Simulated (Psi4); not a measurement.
# CCSD/cc-pVDZ run of GeNH2F (SMILES [NH2][Ge][F]), part 2 of 2

Psi4 1.11.

**3. The doublet cation**

File fgeh2n.py:

```python
import psi4

psi4.set_memory(1600000000)
psi4.set_num_threads(1)
psi4.set_output_file('run.log', False)

geom = psi4.geometry("""
1 2
N     -0.90272217     0.65686880    -0.38682694
Ge     0.82033011    -0.57674441     2.30017464
F      3.02034926    -2.27504128     0.44503050
H     -2.41903841     1.80015311    -0.24679823
H     -0.42424351     0.25567994    -2.18962566
units au
symmetry c1
""")

psi4.set_options({
    'basis': 'cc-pVDZ',
    'reference': 'uhf',
    'puream': True,
    'e_convergence': 1e-09,
    'd_convergence': 1e-08,
    'scf_type': 'pk',
    'num_frozen_docc': 11,
    'maxiter': 200,
})

e = psi4.energy('ccsd', molecule=geom)
print(f'total energy {e:.8f} hartree = {e * 27.211386:.5f} eV')
for k, v in sorted(psi4.core.scalar_variables().items()):
    print(f'{k:45s} {v:18.10f}')
```

Launch:

```bash
python fgeh2n.py
```

run.log:

```text
h
    h
    h

    -----------------------------------------------------------------------

    Memory:     1.5 GiB
    Threads:    1
                ecpint, einsums, f̶o̶r̶t̶e̶, gauxc, gcp, g̶d̶m̶a̶, geometric, g̶p̶u̶_̶d̶f̶c̶c̶,
                i̶n̶t̶e̶g̶r̶a̶t̶o̶r̶x̶x̶, i̶p̶i̶, libefp, m̶d̶i̶, m̶p̶2̶d̶, m̶r̶c̶c̶, ooo,
                o̶p̶e̶n̶f̶e̶r̶m̶i̶o̶n̶p̶s̶i̶4̶, pcmsolver, p̶s̶i̶4̶f̶o̶c̶k̶c̶i̶, p̶s̶i̶x̶a̶s̶,
                p̶y̶e̶i̶n̶s̶u̶m̶s̶, r̶e̶s̶p̶, s̶i̶m̶i̶n̶t̶, s̶n̶s̶m̶p̶2̶,
                v̶2̶r̶d̶m̶_̶c̶a̶s̶s̶c̶f̶

   => Loading Basis Set <=

    Name: CC-PVDZ
    Role: ORBITAL
    Keyword: BASIS

         ---------------------------------------------------------
                                   SCF
                              UHF Reference
                        1 Threads,   1525 MiB Core
         ---------------------------------------------------------

  ==> Geometry <==

    Molecular point group: c1
    Full point group: C1

    Geometry (in Bohr), charge = 1, multiplicity = 2:

       Center              X                  Y                   Z               Mass
    ------------   -----------------  -----------------  -----------------  -----------------
         N           -1.843760905457     1.341528572163    -1.952981581950    14.003074004430
         GE          -0.120708625457     0.107915362163     0.734019998050    73.921177761000
         F            2.079310524543    -1.590381507837    -1.121124141950    18.998403162730
         H           -3.360077145457     2.484812882163    -1.812952871950     1.007825032230
         H           -1.365282245457     0.940339712163    -3.755780301950     1.007825032230

  Running in c1 symmetry.

  Rotational constants: A =      0.45197  B =      0.26548  C =      0.16724 [cm^-1]
  Rotational constants: A =  13549.76555  B =   7958.88659  C =   5013.84499 [MHz]
  Nuclear repulsion =  188.583783705987088

  Charge       = 1
  Multiplicity = 2
  Electrons    = 49
  Nalpha       = 25
  Nbeta        = 24

  ==> Algorithm <==

  SCF Algorithm Type is PK.
  DIIS enabled.
  MOM disabled.
  Fractional occupation disabled.
  Guess Type is SAD.
  Energy threshold   = 1.00e-09
  Density threshold  = 1.00e-08
  Integral threshold = 1.00e-12

  ==> Primary Basis <==

  Basis Set: CC-PVDZ
    Blend: CC-PVDZ
    Number of shells: 29
    Number of basis functions: 65
    Number of Cartesian functions: 69
    Spherical Harmonics?: true
    Max angular momentum: 2

  ==> Integral Setup <==

  Using in-core PK algorithm.
   Calculation information:
      Number of atoms:                   5
      Number of AO shells:              29
      Number of primitives:            144
      Number of atomic orbitals:        69
      Number of basis functions:        65

      Integral cutoff                 1.00e-12
      Number of threads:                 1

  Performing in-core PK
  Using 4603170 doubles for integral storage.
  We computed 93939 shell quartets total.
  Whereas there are 94830 unique shell quartets.

  ==> DiskJK: Disk-Based J/K Matrices <==

    J tasked:                  Yes
    K tasked:                  Yes
    wK tasked:                  No
    Memory [MiB]:             1144
    Schwarz Cutoff:          1E-12

  Minimum eigenvalue in the overlap matrix is 2.3309991426E-02.
  Reciprocal condition number of the overlap matrix is 5.4127010942E-03.
    Using symmetric orthogonalization.

  ==> Pre-Iterations <==

  SCF Guess: Superposition of Atomic Densities via on-the-fly atomic UHF (no occupation information).

   -------------------------
    Irrep   Nso     Nmo
   -------------------------
     A         65      65
   -------------------------
    Total      65      65
   -------------------------

  ==> Iterations <==

                        Total Energy        Delta E     RMS |[F,P]|

   @UHF iter SAD: -2225.38709786602976   -2.22539e+03   0.00000e+00
   @UHF iter   1: -2229.62352809085542   -4.23643e+00   1.56707e-02 ADIIS/DIIS
   @UHF iter   2: -2230.07021120710669   -4.46683e-01   4.89673e-03 ADIIS/DIIS
   @UHF iter   3: -2230.11084019241753   -4.06290e-02   8.81532e-04 ADIIS/DIIS
   @UHF iter   4: -2230.11372919841233   -2.88901e-03   3.30425e-04 ADIIS/DIIS
   @UHF iter   5: -2230.11433632619901   -6.07128e-04   1.27568e-04 ADIIS/DIIS
   @UHF iter   6: -2230.11445543035643   -1.19104e-04   5.66526e-05 DIIS
   @UHF iter   7: -2230.11447502803685   -1.95977e-05   2.95028e-05 DIIS
   @UHF iter   8: -2230.11447973623035   -4.70819e-06   1.14558e-05 DIIS
   @UHF iter   9: -2230.11448104370811   -1.30748e-06   4.28389e-06 DIIS
   @UHF iter  10: -2230.11448130180452   -2.58096e-07   2.24982e-06 DIIS
   @UHF iter  11: -2230.11448139991853   -9.81140e-08   1.05428e-06 DIIS
   @UHF iter  12: -2230.11448142494464   -2.50261e-08   3.05038e-07 DIIS
   @UHF iter  13: -2230.11448142664040   -1.69575e-09   1.12998e-07 DIIS
   @UHF iter  14: -2230.11448142689596   -2.55568e-10   9.12738e-08 DIIS
   @UHF iter  15: -2230.11448142711197   -2.16005e-10   8.88305e-08 DIIS
   @UHF iter  16: -2230.11448142732024   -2.08274e-10   8.86958e-08 DIIS
   @UHF iter  17: -2230.11448142738982   -6.95763e-11   8.87584e-08 DIIS
   @UHF iter  18: -2230.11448142683730    5.52518e-10   8.80945e-08 DIIS
   @UHF iter  19: -2230.11448142516019    1.67711e-09   8.58974e-08 DIIS
   @UHF iter  20: -2230.11448142235577    2.80443e-09   8.15370e-08 DIIS
   @UHF iter  21: -2230.11448141456731    7.78846e-09   6.43845e-08 DIIS
   @UHF iter  22: -2230.11448140640232    8.16499e-09   3.19220e-08 DIIS
   @UHF iter  23: -2230.11448140502716    1.37516e-09   1.51700e-08 DIIS
   @UHF iter  24: -2230.11448140493712    9.00400e-11   7.88386e-09 DIIS
  Energy and wave function converged.
[... 3 lines left out ...]
   @Spin Contamination Metric:   9.521690505E-03
   @S^2 Expected:                7.500000000E-01
   @S^2 Observed:                7.595216905E-01
   @S   Expected:                5.000000000E-01
   @S   Observed:                5.000000000E-01
[... 38 lines left out ...]
    Final Occupation by Irrep:
[... 6 lines left out ...]
  @UHF Final Energy: -2230.11448140493712
[... 3 lines left out ...]
    Nuclear Repulsion Energy =            188.5837837059870878
    One-Electron Energy =               -3472.4311229228396769
    Two-Electron Energy =                1053.7328578119154372
    Total Energy =                      -2230.1144814049371234
[... 23 lines left out ...]
 Dipole X            :          0.7111702           -2.7805670           -2.0693968
 Dipole Y            :         -0.4243154            1.9557106            1.5313952
 Dipole Z            :          4.7142605           -5.8410816           -1.1268211
[... 20 lines left out ...]
 OEINTS: Overlap, kinetic, potential, dipole, and quadrupole integrals
[... 84 lines left out ...]
	Two-electron integral transformation complete.
	Frozen core energy     =  -2218.56633945967860

	Size of irrep 0 of <AB|CD> integrals:      0.608 (MW) /      4.867 (MB)
	Total:                                     0.608 (MW) /      4.867 (MB)

	Size of irrep 0 of <ab|cd> integrals:      0.672 (MW) /      5.379 (MB)
	Total:                                     0.672 (MW) /      5.379 (MB)

	Size of irrep 0 of <Ab|Cd> integrals:      2.690 (MW) /     21.517 (MB)
	Total:                                     2.690 (MW) /     21.517 (MB)

	Size of irrep 0 of <IA|BC> integrals:      0.896 (MW) /      7.168 (MB)
	Total:                                     0.896 (MW) /      7.168 (MB)

	Size of irrep 0 of <ia|bc> integrals:      0.896 (MW) /      7.168 (MB)
	Total:                                     0.896 (MW) /      7.168 (MB)

	Size of irrep 0 of <Ia|Bc> integrals:      0.941 (MW) /      7.531 (MB)
	Total:                                     0.941 (MW) /      7.531 (MB)

	Size of irrep 0 of <iA|bC> integrals:      0.853 (MW) /      6.822 (MB)
	Total:                                     0.853 (MW) /      6.822 (MB)

	Size of irrep 0 of tIjAb amplitudes:       0.298 (MW) /      2.388 (MB)
	Total:                                     0.298 (MW) /      2.388 (MB)

	Nuclear Rep. energy          =    188.58378370598709
	SCF energy                   =  -2230.11448140493712
	One-electron energy          =   -363.35287554161886
	Two-electron (AA) energy     =     38.95755256147184
	Two-electron (BB) energy     =     34.83400284873959
	Two-electron (AB) energy     =     89.42939448016311
	Two-electron energy          =    163.22094989037453
	Reference energy             =  -2230.11448140493576

	total time  =          2 seconds =       0.03 minutes
            **************************
            *                        *
            *        CCENERGY        *
            *                        *
            **************************

    Nuclear Rep. energy (wfn)     =  188.583783705987088
    SCF energy          (wfn)     = -2230.114481404937123
    Reference energy    (file100) = -2230.114481404935759

    Input parameters:
    -----------------
    Wave function   =     CCSD
    Reference wfn   =     UHF
    Brueckner       =     No
    Memory (Mbytes) =     1600.0
    Maxiter         =    200
    R_Convergence   =     1.0e-07
    E_Convergence   =     1.0e-09
    Restart         =     Yes
    DIIS            =     Yes
    AO Basis        =     NONE
    ABCD            =     NEW
    Cache Level     =     2
    Cache Type      =     LRU
    Print Level     =     1
    Num. of threads =     1
    # Amps to Print =     10
    Print MP2 Amps? =     No
    Analyze T2 Amps =     No
    Print Pair Ener =     No
    Local CC        =     No
    SCS-MP2         =     False
    SCSN-MP2        =     False
    SCS-CCSD        =     False

MP2 correlation energy -0.4091782122413892
                Solving CC Amplitude Equations
                ------------------------------
  Iter             Energy              RMS        T1Diag      D1Diag    New D1Diag    D2Diag
  ----     ---------------------    ---------   ----------  ----------  ----------   --------
     0        -0.409178212241389    0.000e+00    0.000000    0.000000    0.000000    0.000000
     1        -0.420456269987210    1.036e-01    0.015861    0.000000    0.000000    0.000000
     2        -0.432279404134292    3.808e-02    0.015001    0.000000    0.000000    0.000000
[... 27 lines of this table left out ...]
    30        -0.437379095192229    2.151e-08    0.023469    0.000000    0.000000    0.000000

    Iterations converged.

    Largest TIA Amplitudes:
             12   0         0.0433908895
              9   0        -0.0227767067
             10   1         0.0186768305
             10   2        -0.0176465333
             11   1        -0.0143404849
              8   4        -0.0128688944
             11   2        -0.0097160466
             11   4         0.0094705709
             12  11        -0.0092905455
             13   2        -0.0082489473

    Largest Tia Amplitudes:
             11   0        -0.0836167243
              9   2         0.0215479920
             11   1         0.0178003264
             12   2         0.0129027840
             10   3         0.0125596805
              9   3        -0.0119850475
             12   3         0.0107259481
             12   5        -0.0103708367
             11  11         0.0099700593
              8   5        -0.0093323004

    Largest TIJAB Amplitudes:
     11  10  24  22        -0.0148790120
      9   7  15  14         0.0146382808
     12  11  36  35        -0.0144122421
      9   7  15   3        -0.0137641227
     12  11  22  21         0.0133831219
     13  12   2   0        -0.0128983115
      9   8  17  15        -0.0123330780
      9   7  19  12         0.0122911341
     12  11  23  22         0.0120385134
     12  10  24  21        -0.0108017715

    Largest Tijab Amplitudes:
     11  10  23  22         0.0158941231
     12  11   2   0         0.0147645910
     10   9  25  23         0.0145187203
     11  10  37  36         0.0138168796
     11   9  25  22         0.0126835052
     12  11   3   0        -0.0105933440
     10   9  40  39         0.0099945703
     11  10  23   0         0.0094226403
     12  11   3   1         0.0090851397
     11   9  40  38         0.0088054974

    Largest TIjAb Amplitudes:
     13  12   0   1         0.0793362584
     13  12   0   0        -0.0653350304
     13  12   1   2         0.0504862740
     11  10  22  23         0.0330482439
     13  12   2   2        -0.0291924348
     13  12   0  12        -0.0284546682
     13  12   9  10         0.0283572891
     13  12   0  11        -0.0283173878
     13  12   2   3         0.0278594805
     13  12   0   7         0.0267417160

    SCF energy       (wfn)                    = -2230.114481404937123
    Reference energy (file100)                = -2230.114481404935759

    Opposite-spin MP2 correlation energy      =   -0.304825565460573
    Same-spin MP2 correlation energy          =   -0.104352646780816
    Singles MP2 correlation energy            =   -0.000000000000000
    MP2 correlation energy                    =   -0.409178212241389
      * MP2 total energy                      = -2230.523659617177145

    Opposite-spin CCSD correlation energy     =   -0.341876798848405
    Same-spin CCSD correlation energy         =   -0.095502296343824
    Singles CCSD correlation energy           =    0.000000000000000
    CCSD correlation energy                   =   -0.437379095192229
      * CCSD total energy                     = -2230.551860500127987
```

Standard output:

```text
total energy -2230.55186050 hartree = -60696.40767 eV
CC D1 DIAGNOSTIC                                    0.0000000000
CC D2 DIAGNOSTIC                                    0.0000000000
CC NEW D1 DIAGNOSTIC                                0.0000000000
CC T1 DIAGNOSTIC                                    0.0234692861
CCSD CORRELATION ENERGY                            -0.4373790952
CCSD DOUBLES ENERGY                                -0.4373790952
CCSD ITERATIONS                                    30.0000000000
CCSD OPPOSITE-SPIN CORRELATION ENERGY              -0.3418767988
CCSD SAME-SPIN CORRELATION ENERGY                  -0.0955022963
CCSD SINGLES ENERGY                                 0.0000000000
CCSD TOTAL ENERGY                               -2230.5518605001
CURRENT CORRELATION ENERGY                         -0.4373790952
CURRENT ENERGY                                  -2230.5518605001
CURRENT REFERENCE ENERGY                        -2230.1144814049
DD SOLVATION ENERGY                                 0.0000000000
HF KINETIC ENERGY                                2229.5325153069
HF POTENTIAL ENERGY                             -4459.6469967118
HF TOTAL ENERGY                                 -2230.1144814049
HF VIRIAL RATIO                                     2.0002610261
MP2 CORRELATION ENERGY                             -0.4091782122
MP2 DOUBLES ENERGY                                 -0.4091782122
MP2 OPPOSITE-SPIN CORRELATION ENERGY               -0.3048255655
MP2 SAME-SPIN CORRELATION ENERGY                   -0.1043526468
MP2 SINGLES ENERGY                                 -0.0000000000
MP2 TOTAL ENERGY                                -2230.5236596172
NUCLEAR REPULSION ENERGY                          188.5837837060
ONE-ELECTRON ENERGY                             -3472.4311229228
PCM POLARIZATION ENERGY                             0.0000000000
PE ENERGY                                           0.0000000000
SCF ITERATION ENERGY                            -2230.1144814049
SCF ITERATIONS                                     24.0000000000
SCF TOTAL ENERGY                                -2230.1144814049
TWO-ELECTRON ENERGY                              1053.7328578119
```

It took 31 s on 1 thread of Intel Xeon Platinum 8375C at 2.90GHz (Ice Lake), shared host; peak memory 0.42 GiB.

**4. Outcome**

The summary covers parts 1 to 2.

Level: CCSD/cc-pVDZ, 11 core orbitals frozen.

```
                                                                  quantity           value
                                              singlet GeNH2F: total energy  -2230.92070 Eh
                       singlet GeNH2F: HOMO energy (Hartree–Fock orbitals)       -10.25 eV
                       singlet GeNH2F: LUMO energy (Hartree–Fock orbitals)         1.71 eV
                     singlet GeNH2F: HOMO–LUMO gap (Hartree–Fock orbitals)        11.95 eV
              singlet GeNH2F: correlation energy (11 core orbitals frozen)      -476.3 mEh
                                             singlet GeNH2F: T1 diagnostic           0.015
                                              doublet cation: total energy  -2230.55186 Eh
doublet cation: HOMO energy (Hartree–Fock orbitals) (highest over α and β)       -16.81 eV
 doublet cation: LUMO energy (Hartree–Fock orbitals) (lowest over α and β)        -7.50 eV
              doublet cation: correlation energy (11 core orbitals frozen)      -437.4 mEh
                         doublet cation: ⟨S²⟩ of the reference determinant           0.760
                                             doublet cation: T1 diagnostic           0.023
                        vertical ionisation energy (to the doublet cation)       10.037 eV
```

**Reading.** Removing an electron at fixed nuclei costs 10.04 eV (231 kcal/mol).
